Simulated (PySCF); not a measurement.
**The bond of SnN+, level by level**

Aim: find the lowest electronic state of SnN+, scan its bond at several levels of theory, and get bond length, wavenumber and dissociation energy from each curve.

Method: Sn def2-SVP with ECP28, N def2-SVP, scalar-relativistic core potentials; program: PySCF 2.14.0.

## 1. Input

The job is set up so:

```
atoms                         : Sn, N
charge                        : 1
basis                         : Sn def2-SVP with ECP28, N def2-SVP
Hamiltonian                   : scalar-relativistic core potentials
basis functions               : 40
electrons treated             : 28
masses in u                   : 119.9022, 14.0031
levels                        : PBE0, PBE, r²SCAN, r²SCANh, PW91, PBEsol, HF, MP2, SCS-MP2, CCSD, CCSD(T)
grid                          : 80 radial by 434 angular points
occupations                   : held fixed by the projection of orbital angular momentum
dissociation limit            : Sn+ + N, each in its ground configuration
starting distance in angstrom : 2.105
values of 2S to try           : 0, 2, 4
```

Run with:

```
> OMP_NUM_THREADS=1 python dia.py task.json out
```

The runs that follow: PBE0 along the bond; Higher solutions at PBE0; PBE (GGA); r²SCAN (meta-GGA); r²SCANh (hybrid meta-GGA); PW91 (GGA); PBEsol; ROHF; Correlated methods on the Hartree–Fock reference.

Before running it: what results should come out? Wanted: for each run, Re; ωe; De; μ.

**Answer**, as computed:

Lowest PBE0 solution found, without spin–orbit coupling: ³Σ⁻ (triplet), unpaired electrons π ↑↑. State 2 has its PBE0 minimum 0.45 eV higher. State 3 has its PBE0 minimum 0.54 eV higher, as a spin-mixed determinant (⟨S²⟩ = 1.00), so this is no gap between pure states. The other levels ran on the lowest alone.

```
       level  Re (Å)  ωe (cm⁻¹)  De (eV)  μ (D)
        ROHF   2.117        576   -0.332  -2.45
    ROHF-MP2   2.135        550     0.84    n/a
ROHF-SCS-MP2   2.145        533     0.85    n/a
   ROHF-CCSD   2.162        497     0.87    n/a
ROHF-CCSD(T)   2.174        481     0.99    n/a
         PBE   2.172        516     2.05  -1.65
      PBEsol   2.158        526     2.14  -1.56
        PW91   2.169        517     2.07  -1.64
      r²SCAN   2.152        524     1.59  -1.82
     r²SCANh   2.145        530     1.45  -1.91
        PBE0   2.142        541     1.59  -1.95
```

De is counted to Sn+ + N in their ground configurations. A positive dipole points from Sn to N; in an ion it is taken about the centre of mass and does not tell which atom is negative.

What this shows: The methods spread over 0.057 Å in bond length, from ROHF to ROHF-CCSD(T). CCSD(T) can't serve as the judge here: for a weak bond in this basis it is far from its limit. Among the levels with a De in the table, it runs from -0.332 eV (ROHF) to 2.14 eV (PBEsol).

Correlated steps freeze 5 core orbitals. These are scalar-relativistic numbers at best; spin–orbit coupling would shift them, the dissociation energy most. A negative De means that the minimum lies above the separated atoms at that level.
